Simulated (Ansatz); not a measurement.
# CH3NSe: vertical ionisation energy

One table from this session's results is given with a row withheld; the runs are named, their logs left out.

Method: unrestricted cation, the program's frozen cores in correlated methods; program: Ansatz 0.2.0, Gaussian basis.

Levels to be run: UKS PBE-D4/def2-TZVPP; UKS r2SCAN-D4/def2-TZVPP; UKS PBE0-D4/def2-TZVPP; UKS B3LYP-D4/def2-TZVPP; UKS wB97X-V/def2-TZVPP; UKS wB97M-V/def2-TZVPP; UKS B2PLYP/def2-TZVPP; UHF-CCSD(T)/def2-TZVPP; UHF-MP2/def2-QZVPP; extrapolation to the limit; then −ε(HOMO) from the neutral's earlier runs with LDA (SPW92), PBE-D4, revPBE-D4, BLYP-D4, r2SCAN-D4, B97M-V, PBE0-D4, B3LYP-D4, r2SCANh-D4, r2SCAN0-D4, HSE06-D4, BHLYP-D4, CAM-B3LYP-D4, LC-ωPBE, ωB97X-V, ωB97M-V.

### The relaxed structure

All runs share one geometry, relaxed beforehand with PBE0-D4 in a triple-zeta def2 set.

SMILES `N=C[SeH]`, 6 atoms, charge 0, spin multiplicity 1.

Atoms are counted from 1 here; the program's logs count them from 0.

Bond lengths: N1–C2 1.257 Å, N1–H4 1.018 Å, C2–Se3 1.903 Å, C2–H5 1.094 Å, Se3–H6 1.468 Å. Angles: C2–N1–H4 111.3°, N1–C2–Se3 119.6°, N1–C2–H5 126.4°, Se3–C2–H5 114.0°, C2–Se3–H6 94.0°.

Set-up of the first run:

Input file in.yaml:

```yaml
crystal:
  periodic: [false, false, false]
  atoms:
    - {symbol: N, position_ang: [-0.811614, -1.103026, -0.417022]}
    - {symbol: C, position_ang: [-0.109947, -0.090599, -0.168257]}
    - {symbol: Se, position_ang: [0.730134, 0.076603, 1.530557]}
    - {symbol: H, position_ang: [-1.199214, -1.063106, -1.357980]}
    - {symbol: H, position_ang: [0.084432, 0.746486, -0.845508]}
    - {symbol: H, position_ang: [1.348209, 1.369743, 1.212010]}
basis:
  gaussian: {orbitals: def2-TZVPP}
total_charge: 1
magnetization: {spin_polarized: true, initial_magnetization: 1}
hamiltonian: {xc: pbe, dispersion: d4}
```

The run is started by

```
$ ansatz run in.yaml --threads 2 --pin off --events-out ev --progress --plain --max-ram 4352MiB
```

Steps of the session up to this table: Cation, UKS PBE-D4/def2-TZVPP; Cation, UKS r2SCAN-D4/def2-TZVPP; Cation, UKS PBE0-D4/def2-TZVPP; Cation, UKS B3LYP-D4/def2-TZVPP; Cation, UKS wB97X-V/def2-TZVPP; Cation, UKS wB97M-V/def2-TZVPP; Cation, UKS B2PLYP (frozen core)/def2-TZVPP; Cation, UHF-CCSD(T)/def2-TZVPP; Cation, UHF-MP2/def2-QZVPP.

One of the session's tables, all rows but one given; the rest of the session is left out.

For comparison, −ε(HOMO) of the neutral from earlier runs:

| functional | −ε(HOMO) (eV) |
| --- | --- |
| LDA (SPW92) | 6.09 |
| PBE-D4 | 5.93 |
| revPBE-D4 | 5.88 |
| BLYP-D4 | ? |
| r2SCAN-D4 | 6.18 |
| B97M-V | 6.20 |
| PBE0-D4 | 7.02 |
| B3LYP-D4 | 6.80 |
| r2SCANh-D4 | 6.58 |
| r2SCAN0-D4 | 7.19 |
| HSE06-D4 | 6.63 |
| BHLYP-D4 | 7.97 |
| CAM-B3LYP-D4 | 8.28 |
| LC-ωPBE | 9.62 |
| ωB97X-V | 9.26 |
| ωB97M-V | 9.14 |

Q: Estimate the row for BLYP-D4 from the others.

Worked estimate for «−ε(HOMO) (eV)». Against the share of exact exchange, B3LYP-D4 (0.2, 6.80), BHLYP-D4 (0.5, 7.97) give a slope of 3.90 per unit share; at 0 the line stands at 6.02.

**Answer.** −ε(HOMO) (eV): 5.77. In «−ε(HOMO) (eV)» the line misses by +0.25.
